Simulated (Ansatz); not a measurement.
# TaClF₄: small, medium and large basis sets

The task here is to estimate one member of a computed series from the others.

Computed with Ansatz 0.2.0, Gaussian basis. Level: one geometry, several basis sets.

Plan: PBE0-D4/def2-SVP; ωB97M-V/def2-SVP; PBE0-D4/def2-QZVPP; ωB97M-V/def2-QZVPP; the functionals' def2-TZVPP values are taken from earlier runs.

## The geometry

The geometry comes from an earlier relaxation with PBE0-D4 in a triple-zeta def2 set; it is a stationary point. Ta takes the def2 core potential; no spin-orbit term is included.

6 atoms, charge 0, spin multiplicity 1.

Atoms are counted from 1 here; the program's logs count them from 0.

Bond lengths: F1–Ta2 1.845 Å, Ta2–F3 1.874 Å, Ta2–F4 1.845 Å, Ta2–F5 1.845 Å, Ta2–Cl6 2.320 Å. Angles: F1–Ta2–F3 88.9°, F1–Ta2–F4 120.2°, F1–Ta2–F5 119.9°, F1–Ta2–Cl6 91.1°, F3–Ta2–F4 88.9°, F3–Ta2–F5 89.0°, F3–Ta2–Cl6 179.8°, F4–Ta2–F5 119.9°, F4–Ta2–Cl6 91.0°, F5–Ta2–Cl6 91.2°.

The first run:

in.yaml reads:

```yaml
crystal:
  periodic: [false, false, false]
  atoms:
    - {symbol: F, position_ang: [-1.518968, -0.020448, -1.047808]}
    - {symbol: Ta, position_ang: [-0.021362, -0.043241, 0.029320]}
    - {symbol: F, position_ang: [-0.955687, -1.124002, 1.242645]}
    - {symbol: F, position_ang: [1.228615, -1.388342, -0.149531]}
    - {symbol: F, position_ang: [0.174393, 1.222533, 1.356619]}
    - {symbol: Cl, position_ang: [1.135108, 1.289300, -1.477544]}
basis:
  gaussian: {orbitals: def2-SVP}
hamiltonian: {xc: pbe0, dispersion: d4}
output: {orbitals: {seedname: orbitals}}
```

Among the steps run: PBE0-D4 in def2-SVP; ωB97M-V in def2-SVP; PBE0-D4 in def2-QZVPP; ωB97M-V in def2-QZVPP.

One of the session's tables, all rows but one given; the rest of the session is left out.

It belongs to the step «Functionals by basis». 

| functional | basis | HOMO (eV) | LUMO (eV) |
| --- | --- | --- | --- |
| PBE0-D4 | def2-SVP | -9.95 | -3.08 |
| PBE0-D4 | def2-TZVPP | -9.96 | -2.92 |
| PBE0-D4 | def2-QZVPP | -9.97 | -2.93 |
| ωB97M-V | def2-SVP | -12.15 | -0.82 |
| ωB97M-V | def2-TZVPP | ? | ? |
| ωB97M-V | def2-QZVPP | -12.22 | -0.72 |

Q: Estimate the row for ωB97M-V, def2-TZVPP from the others.

The run gave: HOMO (eV): -12.20; LUMO (eV): -0.68. In the column «HOMO (eV)» it lies between ωB97M-V, def2-QZVPP (-12.22) and ωB97M-V, def2-SVP (-12.15).
